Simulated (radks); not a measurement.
# Mg⁺ in [Ne] 3s0.5 3p0.5: an all-electron calculation

An exercise on one series of results from a longer session: the logs are not shown, and one member is left open.

Program: radks (a radial shooting solver on a logarithmic mesh, Libxc functionals) version 1. Level of theory: scalar-relativistic Kohn-Sham, BLYP, spin-polarised, spherical densities, point nucleus; open shells are filled with parallel spins first. These are calculated values, not measurements, unless marked.

### The atom as given

* element: magnesium (Z = 12)
* charge: +1
* electrons: 11
* configuration: [Ne] 3s0.5 3p0.5

The first run:

Input:

```text
Z 12
configuration [Ne] 3s0.5 3p0.5 4s0 3d0
relativity scalar-relativistic
functional b88,lyp
spin polarised
nucleus point
c 137.035999084
```

Command:

```console
> python run_ks.py task.json out
```

This one command runs every case of the session in turn.

One table of the session follows, with a row left open; its other results are not shown here.

It belongs to the step «Radial structure». Radial moments (bohr):

```
  level     <r>  outermost maximum (interpolated)  90 % within  nodes
  1s up  0.1306                            0.0851        0.234      0
1s down  0.1306                            0.0851        0.234      0
  2s up       ?                                 ?            ?      ?
2s down  0.6969                             0.546         1.11      1
  2p up  0.6876                             0.477         1.18      0
2p down  0.6871                             0.477         1.17      0
  3s up   2.736                              2.32         4.12      2
  3p up   3.378                              2.83         5.16      1
  3d up   5.380                              4.38         8.39      0
```

**Question.** Estimate the row for 2s up.

The run gave: <r>: 0.6970; outermost maximum (interpolated): 0.546; 90 % within: 1.11; nodes: 1. In the column «<r>» it lies between 2s down (0.6969) and 3s up (2.736).
